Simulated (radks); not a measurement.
**Ionisation of Al⁺: one atom, several choices of functional**

One table from this session's results is given with a row withheld; the runs are named, their logs left out.

Method: Dirac Kohn-Sham, spin-unpolarised, spherical densities, finite nucleus. Code: radks (a radial shooting solver on a logarithmic mesh, Libxc functionals) version 1.

## The system

```
element       : aluminium (Z = 13)
charge        : +1
electrons     : 12
configuration : [Ne] 3s2
ion           : Al²⁺, [Ne] 3s1
choices       : PBEsol; LDA (Slater exchange, Perdew-Zunger correlation); B86b exchange with PBE correlation; OLYP
```

Outer shells as boxes (Hund's rule):

Al⁺
```
[Ne] core
3s [↑↓]
```

Al²⁺
```
[Ne] core
3s [↑ ]
```

The first run:

The run's settings:

```text
Z 13
configuration [Ne] 3s2
relativity Dirac
functional pbe_sol,pbe_sol
spin unpolarised
j_filling energy
nucleus finite rms 3.061 fm
c 137.035999084
```

Among the steps run: PBEsol: Al⁺; PBEsol: Al²⁺; LDA (Slater exchange, Perdew-Zunger correlation): Al⁺; LDA (Slater exchange, Perdew-Zunger correlation): Al²⁺; B86b exchange with PBE correlation: Al⁺; B86b exchange with PBE correlation: Al²⁺; OLYP: Al⁺; OLYP: Al²⁺.

One of the session's tables, all rows but one given; the rest of the session is left out.

```
                                      functional  E(Al⁺) (hartree)  Δ-SCF (eV)  −ε(HOMO) (eV)  <r> HOMO (bohr)
                                          PBEsol                 ?           ?              ?                ?
LDA (Slater exchange, Perdew-Zunger correlation)        -241.54907      19.377         14.923            2.368
              B86b exchange with PBE correlation        -242.59115      19.269         14.845            2.374
                                            OLYP        -242.61592      18.925         14.583            2.397
```

Q: Estimate the row for PBEsol from the others.

As computed: E(Al⁺) (hartree): -241.98542; Δ-SCF (eV): 19.171; −ε(HOMO) (eV): 14.774; <r> HOMO (bohr): 2.378. In the column «E(Al⁺) (hartree)» it lies between B86b exchange with PBE correlation (-242.59115) and LDA (Slater exchange, Perdew-Zunger correlation) (-241.54907).

**Reading.** The NIST Atomic Spectra Database lists 18.829 eV (measured). Nearest is OLYP (+0.10 eV off), farthest LDA (Slater exchange, Perdew-Zunger correlation) (+0.55 eV). The ionisation energies span 0.45 eV, the total energies of Al⁺ 29.0 eV: most of the change in the total cancels in the difference. Spin polarisation and multiplet splitting are left out, so open shells lie too high by an amount that depends on their filling.

**Measured values.**

NIST Atomic Spectra Database reports: ionisation energy of Al⁺ 18.8285 eV.
